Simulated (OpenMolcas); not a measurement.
# Mo³⁺ among point charges: CASSCF and CASPT2 levels and susceptibility

How does a field of 4 point charges split the states of Mo³⁺, and what χT follows?

Method: state-averaged CASSCF and CASPT2, spin-orbit coupling by RASSI with atomic mean-field integrals. Code: OpenMolcas 26.06.

### 1 The atom as given

```
Species                           : Mo³⁺ (molybdenum, Z = 42, 39 electrons)
Basis                             : ANO-RCC-VDZP [6s5p3d1f], 43 functions
Scalar Hamiltonian                : DKH2, point nucleus
Inactive shells                   : 1s 2s 2p 3s 3p 3d 4s 4p
Active space                      : 3 electrons in 5 orbitals (4d)
Some configurations of this space : 4d3
Orbitals                          : optimised for each spin and parity, averaged over all roots
```

The outer shells:

4d3
```
4d [↑ ][↑ ][↑ ][  ][  ]
```

The ion sits among 4 point charges of -2.5 e arranged as a tetrahedron (Td), 2.32 Å from the ion.

Each step is its own input file, run in one work folder so that later steps find the files of earlier ones. Labels, J, g values, rates, χT and fits are worked out afterwards by a script from the matrices that RASSI stores.

### 2 Basis and integrals

The input, a.inp:

```
&GATEWAY
Coord
1

Mo 0.0 0.0 0.0
Basis=ANO-RCC-VDZP
Group=NoSym
NoMove
AngMom=0.0 0.0 0.0
AMFI
XField
4 Angstrom 0
1.339453 1.339453 1.339453 -2.500000
1.339453 -1.339453 -1.339453 -2.500000
-1.339453 1.339453 -1.339453 -2.500000
-1.339453 -1.339453 1.339453 -2.500000
&SEWARD
```

Command:

```
$ OMP_NUM_THREADS=1 MOLCAS_MEM=1689 MOLCAS_PROJECT=a pymolcas a.inp > a.log
```

### 3 Reference wave functions, quartets, 10 roots

The input, a.inp:

```
&RASSCF
FileOrb=start.orb
Symmetry=1
Spin=4
nActEl=3 0 0
Inactive=18
Ras2=5
CIRoot=10 10 1
SDav=10
CIMx=300
Iter=120 100
PrWF=0.3
OrbListing=Nothing
MaxOrb=0
>>> COPY $Project.JobIph JOB001
```

start.orb holds the contracted functions of the basis, ordered by shell, or the orbitals of the step before.

### 4 Reference wave functions, doublets, 40 roots

The input, a.inp:

```
&RASSCF
FileOrb=start.orb
Symmetry=1
Spin=2
nActEl=3 0 0
Inactive=18
Ras2=5
CIRoot=40 40 1
SDav=40
CIMx=300
Iter=120 100
PrWF=0.3
OrbListing=Nothing
MaxOrb=0
>>> COPY $Project.JobIph JOB002
```

### 5 RASSI: spin-orbit coupling between the states

The input, a.inp:

```
&RASSI
NrOfJobIphs=2 10 40
1 2 3 4 5 6 7 8 9 10
1 2 3 4 5 6 7 8 9 10 11 12 13 14 15 16 17 18 19 20 21 22 23 24 25 26 27
28 29 30 31 32 33 34 35 36 37 38 39 40
IphNames
JOB001
JOB002
EJob
SpinOrbit
DIPRint=1.0
SOCoupling=1000.0
Subsets=2
Property=9
'ANGMOM' 1 'ANGMOM' 2 'ANGMOM' 3 'MLTPL  1' 1 'MLTPL  1' 2 'MLTPL  1' 3
'AMFI' 1 'AMFI' 2 'AMFI' 3
SOProperty=3
'ANGMOM' 1 'ANGMOM' 2 'ANGMOM' 3
```

### 6 CASPT2: IPEA 0.25, imaginary shift 0.1 (closed shells correlated: 4s 4p)

The input, a.inp:

```
>>> COPY JOB001 $Project.JobIph
&CASPT2
Multistate=10 1 2 3 4 5 6 7 8 9 10
NoMult
Frozen=14
IPEA=0.25
Imaginary=0.1
MaxIter=60
WThr=0.0 0.3 0.05
PrWF=0.5
NoMix
>>> COPY JOB002 $Project.JobIph
&CASPT2
Multistate=40 1 2 3 4 5 6 7 8 9 10 11 12 13 14 15 16 17 18 19 20 21 22
23 24 25 26 27 28 29 30 31 32 33 34 35 36 37 38 39 40
NoMult
Frozen=14
IPEA=0.25
Imaginary=0.1
MaxIter=60
WThr=0.0 0.3 0.05
PrWF=0.5
NoMix
```

(Steps that only read results are left out.)

Q: Predict the outcome of this session. Wanted: spin-free ground state; first state of the same spin within the active space; lowest level; next level.

**Answer**, as computed:

```
                                            quantity                                                                        value
                                              method  SS-CASPT2, IPEA 0.25, imaginary shift 0.1 (closed shells correlated: 4s 4p)
                              spin-free ground state                                              4T1, 3-fold in its orbital part
first state of the same spin within the active space                                                             4T2 at 2340 cm⁻¹
                                        lowest level                                                                    4-fold Γ8
                                          next level                                                                   380.7 cm⁻¹
                                         χT at 300 K                                                               0.45 cm³ K/mol
                           effective moment at 300 K                                                                      1.89 μB
```

Cost by method:

```
                                              method  time of its own steps  time with the reference
                                           A. CASSCF                   10 s                     10 s
B. SS-CASPT2, IPEA 0.25, imaginary shift 0.1, +4s 4p                  4.5 s                     15 s
```

Times are of one thread on a shared host.

The spin-free ground state (4T1) comes to 99 % from free-ion F terms and keeps the highest spin of the shell. χT at 300 K is 0.45, against 1.88 cm³ K/mol for the spin alone, so spin-orbit coupling lowers it. A ligand-field fit to the states below 45000 cm-1 gives 10Dq = -2593 cm-1, B = 633 cm-1 and C = 2760 cm-1 (C/B = 4.36), with a deviation of 307 cm-1. CASPT2 does not keep the components of a term degenerate, and the means are used. The field of point charges can differ much from that of real complexes. This is an electrostatic model: the charges have no orbitals.
